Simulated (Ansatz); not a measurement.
# CH3AlFN: the cost of one run

All numbers are computed with Ansatz 0.2.0, driven from Python. Level of theory: PBE0/def2-SVP.

**1. The system**

Bond lengths: F1–Al2 1.823 Å, Al2–C3 1.908 Å, Al2–N4 1.938 Å, C3–N4 1.410 Å, C3–H5 1.143 Å, C3–H6 1.107 Å, N4–H7 1.010 Å. Angles: F1–Al2–C3 149.3°, F1–Al2–N4 153.1°, C3–Al2–N4 43.0°, Al2–C3–N4 69.6°, Al2–C3–H5 116.4°, Al2–C3–H6 118.6°, N4–C3–H5 109.3°, N4–C3–H6 116.4°, H5–C3–H6 117.1°, Al2–N4–C3 67.4°, Al2–N4–H7 107.2°, C3–N4–H7 114.3°.

No structure file is read: the coordinates are typed or built in the script.

**2. Script**

ch3alfn.py

```python
"""Potential curve of CH3AlFN along one bond."""

import ansatz as az
import numpy as np

GEOMETRY = """
F    -0.75380   -2.58150    1.23630
Al   -0.16570   -1.13390    0.29760
C     0.20920    0.73610    0.22970
N    -0.39320    0.31210   -0.97220
H     1.29450    1.03020    0.02540
H    -0.38690    1.41900    0.86550
H     0.25710    0.15000   -1.72810
"""


def main() -> None:
    geometry = az.Crystal.molecule()
    for line in GEOMETRY.strip().splitlines():
        symbol, *xyz = line.split()
        geometry = geometry.atom(symbol, [float(v) for v in xyz])

    symbols = [site.symbol for site in geometry.cartesian_sites]
    start = np.array([site.position_ang for site in geometry.cartesian_sites])
    axis = (start[4] - start[2]) / np.linalg.norm(start[4] - start[2])
    moving = [4]
    lengths, energies = [1.006, 1.051, 1.097, 1.143, 1.189, 1.234, 1.28, 1.349], []
    for length in lengths:
        xyz = start.copy()
        xyz[moving] += (length - np.linalg.norm(start[4] - start[2])) * axis
        point = az.Crystal.molecule()
        for symbol, xyz in zip(symbols, xyz):
            point = point.atom(symbol, xyz.tolist())
        calc = (
            point.calculation()
            .basis(gaussian="def2-SVP")
            .functional("pbe0")
            .accuracy("medium")
        )
        r = calc.run().report
        energies.append(r["free_energy_ev"])
        print(f"r = {length:6.3f} A  E = {energies[-1]:.5f} eV  <S^2> = {abs(r['mean_field']['state']['spin_squared']):.3f}")

    # quartic fit about the minimum
    fit = np.polynomial.Polynomial.fit(lengths, np.array(energies) - min(energies), 4).convert()
    roots = [r.real for r in fit.deriv().roots() if abs(r.imag) < 1e-9 and fit.deriv(2)(r.real) > 0]
    r_e = min(roots, key=lambda r: abs(r - lengths[int(np.argmin(energies))]))
    print(f"minimum of the fit at {r_e:.4f} A, force constant {fit.deriv(2)(r_e):.2f} eV/A^2")


if __name__ == "__main__":
    main()
```

**3. What the engine is handed**

The package turns the script's settings into the engine's input (first run):

```yaml
crystal:
  periodic: [false, false, false]
  atoms:
    - { symbol: F, position_ang: [-0.7538, -2.5815, 1.2363] }
    - { symbol: Al, position_ang: [-0.1657, -1.1339, 0.2976] }
    - { symbol: C, position_ang: [0.2092, 0.7361, 0.2297] }
    - { symbol: "N", position_ang: [-0.3932, 0.3121, -0.9722] }
    - { symbol: H, position_ang: [1.1645401008914469, 0.9949828191948535, 0.049864025972429185] }
    - { symbol: H, position_ang: [-0.3869, 1.419, 0.8655] }
    - { symbol: H, position_ang: [0.2571, 0.15, -1.7281] }
accuracy: medium
basis:
  gaussian:
    orbitals: def2-SVP
hamiltonian:
  xc: pbe0
```

**4. Running it**

Started as:

```bash
> python ch3alfn.py
```

**Question.** How long does this script take on 1 thread of Arm Neoverse V1, shared host, and how much memory does it need?

About 16 s, with a peak of 0.2 GiB.
